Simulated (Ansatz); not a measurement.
# C₂H₂BrFO: how energies converge with the basis set

One table from this session's results is given with a row withheld; the runs are named, their logs left out.

Computed with Ansatz 0.2.0, Gaussian basis. Level: one geometry, several basis sets.

Levels to be run: PBE0-D4/def2-SVP; ωB97M-V/def2-SVP; PBE0-D4/def2-QZVPP; ωB97M-V/def2-QZVPP; the functionals' def2-TZVPP values are taken from earlier runs.

### The geometry

An earlier PBE0-D4 in a triple-zeta def2 set relaxation fixed the geometry.

SMILES `F[C@@H]1O[C@H]1Br`, 7 atoms, charge 0, spin multiplicity 1.

Atoms are counted from 1 here; the program's logs count them from 0.

Bond lengths: F1–C2 1.343 Å, C2–O3 1.389 Å, C2–C4 1.447 Å, C2–H6 1.086 Å, O3–C4 1.406 Å, C4–Br5 1.911 Å, C4–H7 1.084 Å. Angles: F1–C2–O3 115.2°, F1–C2–C4 119.6°, F1–C2–H6 111.9°, O3–C2–C4 59.4°, O3–C2–H6 117.2°, C4–C2–H6 123.2°, C2–O3–C4 62.4°, C2–C4–O3 58.3°, C2–C4–Br5 121.3°, C2–C4–H7 121.4°, O3–C4–Br5 117.5°, O3–C4–H7 116.3°, Br5–C4–H7 111.7°.

Geometry (Å):

```xyz
7
charge 0, multiplicity 1
F     0.77102   -1.48716    0.87734
C     0.04038   -0.38130    0.66356
O    -1.03765   -0.54235   -0.19791
C     0.04423    0.23536   -0.64577
Br   -0.24834    2.11115   -0.86191
H    -0.13481    0.17297    1.58076
H     0.62648   -0.17659   -1.46186
```

The first run:

Input file in.yaml:

```yaml
crystal:
  periodic: [false, false, false]
  atoms:
    - {symbol: F, position_ang: [0.771015, -1.487156, 0.877338]}
    - {symbol: C, position_ang: [0.040376, -0.381298, 0.663565]}
    - {symbol: O, position_ang: [-1.037648, -0.542346, -0.197910]}
    - {symbol: C, position_ang: [0.044228, 0.235362, -0.645775]}
    - {symbol: Br, position_ang: [-0.248338, 2.111154, -0.861914]}
    - {symbol: H, position_ang: [-0.134807, 0.172970, 1.580760]}
    - {symbol: H, position_ang: [0.626475, -0.176588, -1.461864]}
basis:
  gaussian: {orbitals: def2-SVP}
hamiltonian: {xc: pbe0, dispersion: d4}
output: {orbitals: {seedname: orbitals}}
```

Run with:

```bash
> ansatz run in.yaml --threads 4 --pin off --events-out ev --progress --plain --max-ram 10444MiB
```

Steps of the session up to this table: PBE0-D4 in def2-SVP; ωB97M-V in def2-SVP; PBE0-D4 in def2-QZVPP; ωB97M-V in def2-QZVPP.

One of the session's tables, all rows but one given; the rest of the session is left out.

It belongs to the step «Functionals by basis». 

| functional | basis | HOMO (eV) | LUMO (eV) |
| --- | --- | --- | --- |
| PBE0-D4 | def2-SVP | -8.25 | 0.04 |
| PBE0-D4 | def2-TZVPP | -8.36 | -0.26 |
| PBE0-D4 | def2-QZVPP | ? | ? |
| ωB97M-V | def2-SVP | -10.48 | 2.28 |
| ωB97M-V | def2-TZVPP | -10.62 | 1.85 |
| ωB97M-V | def2-QZVPP | -10.65 | 1.54 |

Estimate the missing values for PBE0-D4, def2-QZVPP.

**Answer.** HOMO (eV): -8.39; LUMO (eV): -0.40. In the column «HOMO (eV)» it lies between ωB97M-V, def2-SVP (-10.48) and PBE0-D4, def2-TZVPP (-8.36).
